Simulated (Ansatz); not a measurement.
# FGeH3O2: the cost of one run

All numbers below are computed with Ansatz 0.2.0 (RKS PBE0-D4/def2-SVP).

## Step 1: Starting point

Bond lengths: Ge1–H2 1.750 Å, Ge1–O3 1.970 Å, O3–H4 1.010 Å, Ge1–O5 1.769 Å, O5–H6 1.010 Å, Ge1–F7 1.679 Å. Angles: H2–Ge1–O3 43.1°, H2–Ge1–O5 122.1°, H2–Ge1–F7 122.1°, O3–Ge1–O5 122.8°, O3–Ge1–F7 122.8°, O5–Ge1–F7 109.5°, Ge1–O3–H4 105.8°, Ge1–O5–H6 109.5°.

Structure file:

```xyz
7

Ge    0.0000    0.0000    0.0000
H     0.9237    0.0000    1.4863
O     1.9022    0.0000    0.5126
H     2.2186   -0.9521    0.3959
O    -0.8337    1.4443   -0.5894
H    -1.7915    1.2136   -0.8118
F    -0.7913   -1.3709   -0.5594
```

## Step 2: A restrained relaxation towards end A

Springs on the bonds that form and break draw the guess towards this end; the thresholds are loose.

input.yaml reads:

```yaml
crystal:
  periodic: [false, false, false]
  atoms:
    - { symbol: Ge, position_ang: [0.0, 0.0, 0.0] }
    - { symbol: H, position_ang: [0.9237, 0.0, 1.4863] }
    - { symbol: O, position_ang: [1.9022, 0.0, 0.5126] }
    - { symbol: H, position_ang: [2.2186, -0.9521, 0.3959] }
    - { symbol: O, position_ang: [-0.8337, 1.4443, -0.5894] }
    - { symbol: H, position_ang: [-1.7915, 1.2136, -0.8118] }
    - { symbol: F, position_ang: [-0.7913, -1.3709, -0.5594] }
basis:
  gaussian: { orbitals: def2-SVP }
hamiltonian:
  xc: pbe0
  dispersion: d4
relax:
  f_tol: 0.15
  max_steps: 25
  restrain:
    - { distance: [1, 2], at: 2.21, k: 30.0 }
    - { distance: [0, 1], at: 1.55, k: 30.0 }
    - { distance: [0, 2], at: 1.77, k: 30.0 }
```

Command:

```console
$ ansatz run input.yaml --threads 2 --pin off --max-ram 3072MiB --backend cpu --events-out ev --progress --plain --runs-dir out
```

**Question.** How long does this run take on 2 threads of Intel Xeon 6975P-C (Granite Rapids), shared host, and how much memory does it need?

About 14 s, with a peak of 0.19 GiB.
